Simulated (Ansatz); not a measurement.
# CH4ClFGe: up Jacob's ladder to CCSD(T)

One table from this session's results is given with a row withheld; the runs are named, their logs left out.

Method: functionals in def2-TZVPP, the program's frozen cores in correlated methods; program: Ansatz 0.2.0, Gaussian basis.

Levels to be run: PBE-D4, r2SCAN-D4, PBE0-D4, B3LYP-D4, ωB97X-V, ωB97M-V, B2PLYP; CCSD(T)/def2-TZVPP; MP2/def2-QZVPP; extrapolation to the limit.

## Structure used throughout

All runs share one geometry, relaxed beforehand with PBE0-D4 in a triple-zeta def2 set.

SMILES `F[CH2][GeH2][Cl]`, 8 atoms, charge 0, spin multiplicity 1.

Atoms are counted from 1 here; the program's logs count them from 0.

Bond lengths: F1–C2 1.380 Å, C2–Ge3 1.969 Å, C2–H5 1.093 Å, C2–H6 1.095 Å, Ge3–Cl4 2.155 Å, Ge3–H7 1.536 Å, Ge3–H8 1.532 Å. Angles: F1–C2–Ge3 110.6°, F1–C2–H5 108.8°, F1–C2–H6 108.7°, Ge3–C2–H5 110.0°, Ge3–C2–H6 109.9°, H5–C2–H6 108.8°, C2–Ge3–Cl4 107.8°, C2–Ge3–H7 110.4°, C2–Ge3–H8 111.7°, Cl4–Ge3–H7 107.0°, Cl4–Ge3–H8 107.3°, H7–Ge3–H8 112.4°.

Set-up of the first run:

in.yaml reads:

```yaml
crystal:
  periodic: [false, false, false]
  atoms:
    - {symbol: F, position_ang: [-1.316349, 0.416362, 1.388639]}
    - {symbol: C, position_ang: [-0.474396, 0.845281, 0.382668]}
    - {symbol: Ge, position_ang: [0.603809, -0.651963, -0.304604]}
    - {symbol: Cl, position_ang: [-0.699394, -1.928487, -1.451412]}
    - {symbol: H, position_ang: [-1.076771, 1.273053, -0.423292]}
    - {symbol: H, position_ang: [0.182959, 1.623737, 0.783907]}
    - {symbol: H, position_ang: [1.687044, -0.135979, -1.263759]}
    - {symbol: H, position_ang: [1.185297, -1.499202, 0.832152]}
basis:
  gaussian: {orbitals: def2-TZVPP}
hamiltonian: {xc: pbe, dispersion: d4}
output: {forces: true, orbitals: {seedname: orbitals}}
```

The run is started by

```sh
$ ansatz run in.yaml --threads 4 --pin off --events-out ev --progress --plain --max-ram 10444MiB
```

Steps of the session up to this table: PBE-D4 (GGA); r2SCAN-D4 (meta-GGA); PBE0-D4 (hybrid); B3LYP-D4 (hybrid); ωB97X-V (range-separated); ωB97M-V (range-separated); B2PLYP (double hybrid); CCSD(T) in def2-TZVPP; MP2 in def2-QZVPP.

One of the session's tables, all rows but one given; the rest of the session is left out.

```
            method  atomisation energy (kJ/mol)
            PBE-D4                       2581.5
         r2SCAN-D4                       2555.6
           PBE0-D4                       2538.6
          B3LYP-D4                       2526.3
           ωB97X-V                       2561.3
           ωB97M-V                       2543.0
            B2PLYP                       2508.4
     HF/def2-TZVPP                       1844.2
    MP2/def2-TZVPP                       2530.5
   CCSD/def2-TZVPP                       2456.4
CCSD(T)/def2-TZVPP                       2494.8
           MP2/CBS                       2588.3
       CCSD(T)/CBS                            ?
```

Estimate the missing values for CCSD(T)/CBS.

As computed: atomisation energy (kJ/mol): 2552.6. In the column «atomisation energy (kJ/mol)» it lies between ωB97M-V (2543.0) and r2SCAN-D4 (2555.6).
